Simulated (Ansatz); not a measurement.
# K2H: the cost of one run

Computed with Ansatz 0.2.0 (DFT PBE, scalar-relativistic, plane waves, PAW, unless a step's input says otherwise).

2 further runs of the same task are left out: 1 that didn't finish, 1 set aside as unsound or not needed.

**1. Starting point**

The structure is cubic, space group Fd-3m (No. 227). The conventional cell has a = 8.560 Å, b = 8.560 Å, c = 8.560 Å, α = 90.00°, β = 90.00°, γ = 90.00°. K (site symmetry -3m) is surrounded by 6 K at 3.03 Å and 6 H at 3.55 Å. H (site symmetry -43m) has 12 K at 3.55 Å as nearest neighbours.

Structure file:

```xyz
6
Lattice="0.0000 4.2802 4.2802 4.2802 0.0000 4.2802 4.2802 4.2802 0.0000" Properties=species:S:1:pos:R:3 pbc="T T T"
K     5.3503    5.3503    5.3503
K     5.3503    3.2102    3.2102
K     3.2102    3.2102    5.3503
K     3.2102    5.3503    3.2102
H     0.0000    0.0000    0.0000
H     2.1401    2.1401    2.1401
```

The cell is invented: species swapped into a database cell of Ti2Co (Fd-3m, No. 227), with K on the Ti sites and H on the Co sites. The dimensions are guesses.

**2. The guess as it stands, on a coarse mesh**

Input file input.yaml:

```yaml
crystal:
  lattice:
    - [0.0, 4.28021876, 4.28021876]
    - [4.28021876, 0.0, 4.28021876]
    - [4.28021876, 4.28021876, 0.0]
  atoms:
    - { symbol: K, position: [0.625, 0.625, 0.625] }
    - { symbol: K, position: [0.125, 0.625, 0.625] }
    - { symbol: K, position: [0.625, 0.625, 0.125] }
    - { symbol: K, position: [0.625, 0.125, 0.625] }
    - { symbol: H, position: [0.0, 0.0, 0.0] }
    - { symbol: H, position: [0.25, 0.25, 0.25] }
basis:
  ecutwfc: 420
kpoints:
  mp_grid: { grid: [4, 4, 4] }
hamiltonian:
  xc: pbe
scf:
  occupations: { method: gaussian, width: 0.1 }
  lower_state_search: "off"
output:
  forces: true
  stress: true
  eigenvalues: true
```

Started as:

```console
$ ansatz run input.yaml --threads 1 --pin off --max-ram 2048MiB --backend cpu --events-out ev --progress --plain --runs-dir out
```

Q: Estimate wall time and peak memory on 1 thread of Arm Neoverse V1, shared host.

About 2 s, with a peak of 0.36 GiB.
